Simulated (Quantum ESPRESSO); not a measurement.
A run of Quantum ESPRESSO 7.5 is set up as follows.

Contents of pw.in:

```
&CONTROL
  calculation = 'scf'
  prefix = 'pwscf'
  outdir = './tmp'
  pseudo_dir = './pseudo'
  tprnfor = .true.
  tstress = .true.
  disk_io = 'nowf'
/
&SYSTEM
  ibrav = 0
  nat = 3
  ntyp = 2
  ecutwfc = 56
  ecutrho = 448
  nbnd = 19
  occupations = 'smearing'
  smearing = 'mp'
  degauss = 0.00734986
/
&ELECTRONS
  conv_thr = 6d-10
  electron_maxstep = 120
  mixing_beta = 0.5
/
ATOMIC_SPECIES
Co    58.9332 co_lda_v1.2.uspp.F.UPF
Si    28.0850 si_lda_v1.uspp.F.UPF
CELL_PARAMETERS angstrom
   0.0000000000    2.6369779750    2.6369779750
   2.6369779750    0.0000000000    2.6369779750
   2.6369779750    2.6369779750    0.0000000000
ATOMIC_POSITIONS crystal
Co     0.0000000000    0.0000000000    0.0000000000
Si     0.2500000000    0.2500000000    0.2500000000
Si     0.7500000000    0.7500000000    0.7500000000
K_POINTS automatic
16 16 16 0 0 0
```

Potentials or basis: GBRV 1.5 LDA.

Run with:

```sh
$ OMP_NUM_THREADS=1 pw.x -in pw.in > pw.out
```

(1) Predict the pressure.

(2) Predict the band gap on the k mesh.

Results:

(1) -0.1 GPa.

(2) none (metal or under the smearing width).
